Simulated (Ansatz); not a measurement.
**F2H2S2Sn: two torsions**

Aim: map the energy of F₂H₂S₂Sn, SMILES [F][Sn]([F])([SH])[SH] over two coordinates, and find its wells, ridges and stiffness.

Program: Ansatz 0.2.0. Level of theory: RKS PBE-D4/def2-TZVP. These are calculated values, not measurements.

## Step 1: Starting geometry

SMILES `[F][Sn]([F])([SH])[SH]`, 7 atoms, charge 0, spin multiplicity 1.

Atoms are counted from 1 here; the program's logs count them from 0.

Bond lengths: F1–Sn2 1.948 Å, Sn2–F3 1.953 Å, Sn2–S4 2.411 Å, Sn2–S5 2.415 Å, S4–H6 1.365 Å, S5–H7 1.366 Å. Angles: F1–Sn2–F3 102.7°, F1–Sn2–S4 106.5°, F1–Sn2–S5 113.3°, F3–Sn2–S4 113.4°, F3–Sn2–S5 103.8°, S4–Sn2–S5 116.5°, Sn2–S4–H6 90.1°, Sn2–S5–H7 88.8°.

As a file:

```xyz
7

F     0.2453   -2.3376    0.5865
Sn    0.0820   -0.4253    0.2525
F     1.6989    0.2957    1.0777
S    -1.9478    0.2876    1.3411
S     0.3147    0.1588   -2.0792
H    -1.9417    1.4381    0.6061
H     1.6098    0.5144   -1.8304
```

This geometry comes from a loose relaxation at PBE in a small basis, which is not shown.

## Step 3: Setting up the map

- dihedral S4–Sn2–S5–H7: 9 values from −180 to 140 °, periodic
- dihedral S5–Sn2–S4–H6: 9 values from −180 to 140 °, periodic

Nothing else is relaxed (all other coordinates rigid). Energies count from the relaxed molecule at the same level. Points are written as (first, second).

(The set-up runs are not shown.)

## Step 4: Grid point (−140°, −20°)

input.yaml reads:

```yaml
crystal:
  periodic: [false, false, false]
  atoms:
    - { symbol: F, position_ang: [0.237791, -2.293379, 0.575699] }
    - { symbol: Sn, position_ang: [0.077983, -0.401075, 0.230248] }
    - { symbol: F, position_ang: [1.652309, 0.332661, 1.084756] }
    - { symbol: S, position_ang: [-1.955574, 0.238502, 1.305411] }
    - { symbol: S, position_ang: [0.33513, 0.146026, -2.084082] }
    - { symbol: H, position_ang: [-2.202808, 1.160953, 0.341765] }
    - { symbol: H, position_ang: [0.91908, -1.061085, -2.294992] }
basis:
  gaussian: { orbitals: def2-TZVP }
hamiltonian:
  xc: pbe
  dispersion: d4
output:
  forces: true
```

Command:

```
> ansatz run input.yaml --threads 1 --pin off --max-ram 2560MiB --backend cpu --events-out ev --progress --plain --runs-dir out
```

The session goes on with these runs: the other points that were computed.

What does the calculation give? Wanted: lowest point; highest computed point; largest force on an atom; dipole moment.

**Answer**, as computed:

| quantity | value |
| --- | --- |
| lowest point | (140°, 140°), −1.0 kJ/mol |
| highest computed point | (−20°, 20°), 9.8 kJ/mol above the lowest |
| largest force on an atom (eV/Å) | 0.04 at (140°, −60°) to 0.27 at (−100°, 60°); 0.11 at the lowest point |
| dipole moment (D) | 1.48 at (−180°, −180°) to 3.90 at (−20°, −20°); 1.79 at the lowest point |
| time for the whole task | 15 min on 1 thread, shared host |

The lowest computed point is at (140°, 140°), −1.0 kJ/mol from the relaxed molecule at the same level. Higher local minima lie near (140°, −60°) (1.5 kJ/mol above the lowest at that grid point); (−60°, 140°) (1.7 kJ/mol above the lowest at that grid point); (−20°, −60°) (3.1 kJ/mol above the lowest at that grid point). The highest computed point, (−20°, 20°), lies 9.8 kJ/mol above the lowest. On the interpolated surface the easiest way out of the lowest well to the well at (140°, −60°) passes a barrier of about 5.3 kJ/mol. Round the minimum the valley is somewhat tilted: raising dihedral S4–Sn2–S5–H7 shifts the best value of dihedral S5–Sn2–S4–H6 downwards (coupling k₁₂/√(k₁₁k₂₂) about 0.3).
